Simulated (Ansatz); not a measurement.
# GaAsH2+ (doublet): from Hartree-Fock to the top rungs, cc-pVDZ

The task here is to estimate one member of a computed series from the others.

The runs use Ansatz 0.2.0, Gaussian basis; cc-pVDZ, core rule «outside noble gas», up to 28 orbitals frozen.

Plan: UHF; CCSD(T) on ROHF; CCSD(T) on UHF; BCCD(T) on ROHF; CISD as a restricted active space (open shells left free, so some higher excitations enter); CCSDT(Q) on ROHF; CCSDT(Q) on UHF; CCSDTQ on ROHF.

15 further runs of the same task are left out: 11 for a known fault of the program, 4 set aside as unsound or not needed. Runs told in other sessions of the task aren't counted.

### The geometry

The geometry is a PBE0/def2-TZVP stationary point (not a proven minimum) of the parent state, kept for this charge and spin. No spin-orbit coupling is included. The filled d shell of Ga, As may be among the frozen orbitals whatever the setting's name suggests.

4 atoms, charge 1, spin multiplicity 2.

Atoms are counted from 1 here; the program's logs count them from 0.

Bond lengths: Ga1–As2 2.421 Å, Ga1–H3 1.572 Å, Ga1–H4 1.572 Å. Angles: As2–Ga1–H3 119.9°, As2–Ga1–H4 119.9°, H3–Ga1–H4 120.3°.

The first run:

in.yaml

```yaml
crystal:
  periodic: [false, false, false]
  atoms:
    - {symbol: Ga, position_ang: [0.000000, 0.000000, 1.226035]}
    - {symbol: As, position_ang: [0.000000, 0.000000, -1.195022]}
    - {symbol: H, position_ang: [0.000000, 1.363635, 2.009104]}
    - {symbol: H, position_ang: [0.000000, -1.363635, 2.009104]}
basis:
  gaussian: {orbitals: cc-pVDZ}
total_charge: 1
magnetization: {spin_polarized: true, initial_magnetization: 1}
hamiltonian: {xc: hf}
output: {orbitals: {seedname: orbitals}}
```

On the command line:

```
ansatz run in.yaml --threads 1 --pin off --events-out ev --progress --plain --max-ram 4096MiB --backend cpu
```

Steps of the session up to this table: UHF; CCSD(T) on ROHF; CCSD(T) on UHF; BCCD(T) on ROHF; CISD as a restricted active space (open shells left free, so some higher excitations enter); CCSDT(Q) on ROHF; CCSDT(Q) on UHF; CCSDTQ on ROHF.

One of the session's tables, all rows but one given; the rest of the session is left out.

```
   method  from RCCSDTQ (kJ/mol)
     ROHF                 +432.8
      UHF                      ?
     RMP2                 +112.3
     UMP2                 +118.6
    RCCSD                  +14.7
    UCCSD                  +16.2
 RCCSD(T)                   +4.3
 UCCSD(T)                   +5.5
  BCCD(T)                   +4.3
   RCCSDT                   +0.7
   UCCSDT                   -1.1
RCCSDT(Q)                   +0.1
UCCSDT(Q)                   -3.7
  RCCSDTQ                      0
```

Q: Estimate the row for UHF from the others.

**Answer.** from RCCSDTQ (kJ/mol): +405.9. In the column «from RCCSDTQ (kJ/mol)» it lies between UMP2 (+118.6) and ROHF (+432.8).

Limits of these values: The determinant of HF (⟨S²⟩ 1.35) is far from a pure spin state, so its energy mixes those of several spin states; that is harmless only where they are near-degenerate. The determinant of CCSD(T) (⟨S²⟩ 1.35) is far from a pure spin state, so its energy mixes those of several spin states; high orders of coupled cluster remove much of that, low ones don't. The determinant of CCSDT(Q) (⟨S²⟩ 1.35) is far from a pure spin state, so its energy mixes those of several spin states; high orders of coupled cluster remove much of that, low ones don't. The program flags UCCSDT(Q) as in doubt, so read those rows with care; the flags are other amplitudes. Restricted and unrestricted rows rest on different reference determinants; a gap between their highest levels can come from leftover correlation error, from unlike frozen cores or from another state.
